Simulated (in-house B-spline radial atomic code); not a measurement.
# Tc⁸⁺: ionisation energy by several methods

Wanted: one ionisation energy, Tc⁸⁺ to configuration [Ar] 3d10 4s2 4p4, up the ladder of functionals.

Method: scalar-relativistic (X2C), several functionals, spin-polarised; spherical all-electron atom at the radial basis limit. Code: in-house B-spline radial atomic code version 1.

### 1 Starting point

| Quantity | Value |
| --- | --- |
| element | technetium (Z = 43) |
| charge | +8 |
| electrons | 35 |
| configuration | [Ar] 3d10 4s2 4p5 |
| nucleus | Fermi, rms radius 4.411 fm |

Outer shells as boxes (Hund's rule):

[Ar] 3d10 4s2 4p5
```
[Ar] core
3d [↑↓][↑↓][↑↓][↑↓][↑↓]
4s [↑↓]
4p [↑↓][↑↓][↑ ]
```

Where spins are not typed, each open shell is filled with up spins first.

### 2 PBE, a GGA

Settings, as recorded:

```ini
Z = 43
electrons = 35.0
configuration = [Ar] 3d10 4s2 4p5
hamiltonian = x2c
method = pbe,pbe
spin_polarised = True
nucleus = fermi
rms_radius = 4.411169945885085
mass_number = 97
atomic_mass = 96.90636072
speed_of_light = 137.035999084
```

### 3 exchange-only LDA

Changes to the settings of step 2:

```diff
@@ -4,3 +4,3 @@
 hamiltonian = x2c
-method = pbe,pbe
+method = lda,
 spin_polarised = True
```

### 4 AM05, a GGA

Changes to the settings of step 3:

```diff
@@ -4,3 +4,3 @@
 hamiltonian = x2c
-method = lda,
+method = am05
 spin_polarised = True
```

### 5 BLYP, a GGA

Changes to the settings of step 4:

```diff
@@ -4,3 +4,3 @@
 hamiltonian = x2c
-method = am05
+method = b88,lyp
 spin_polarised = True
```

### 6 BP86, a GGA

Changes to the settings of step 5:

```diff
@@ -4,3 +4,3 @@
 hamiltonian = x2c
-method = b88,lyp
+method = b88,p86
 spin_polarised = True
```

### 7 LDA (PW92)

Changes to the settings of step 6:

```diff
@@ -4,3 +4,3 @@
 hamiltonian = x2c
-method = b88,p86
+method = lda,pw
 spin_polarised = True
```

Q: The tabulated ionisation energy is 169 ± 2.2 eV (tabulated theoretical; NIST Atomic Spectra Database). What does each method give, and which comes nearest?

As calculated:

| method | rung | total energy (hartree) | ΔSCF (eV) | −ε highest (eV) | ΔSCF less tabulated (eV) |
| --- | --- | --- | --- | --- | --- |
| exchange-only LDA | LDA | -4259.6865 | 169.71 | 159.87 (4p down) | +0.71 |
| LDA (PW92) | LDA | -4263.2241 | 171.87 | 161.93 (4p down) | +2.87 |
| PBE | GGA | -4267.7751 | 171.47 | 161.65 (4p down) | +2.47 |
| AM05 | GGA | -4263.5186 | 171.54 | 161.69 (4p down) | +2.54 |
| BLYP | GGA | -4268.3556 | 171.32 | 161.45 (4p down) | +2.32 |
| BP86 | GGA | -4268.6691 | 171.68 | 161.81 (4p down) | +2.68 |

**Reading.** Against the tabulated ionisation energy, 169 ± 2.2 eV (tabulated theoretical; NIST Atomic Spectra Database), the best here is exchange-only LDA (+0.71 eV) and the worst LDA (PW92) (+2.87 eV, or 1.7 %). The table's own uncertainty exceeds the spread between the methods, so their order is not settled. Relativistic terms that these runs lack can be as large as the gaps between close methods, so the nearest may be so by luck. PBE is off by +2.47 eV. Spin-orbit coupling is left out. Open shells are averaged (over orientations, and over spins where the run is restricted), while tables refer to the lowest levels. For the semilocal functionals minus the highest level recovers only 94 % of their own ΔSCF value, a mark of self-interaction.
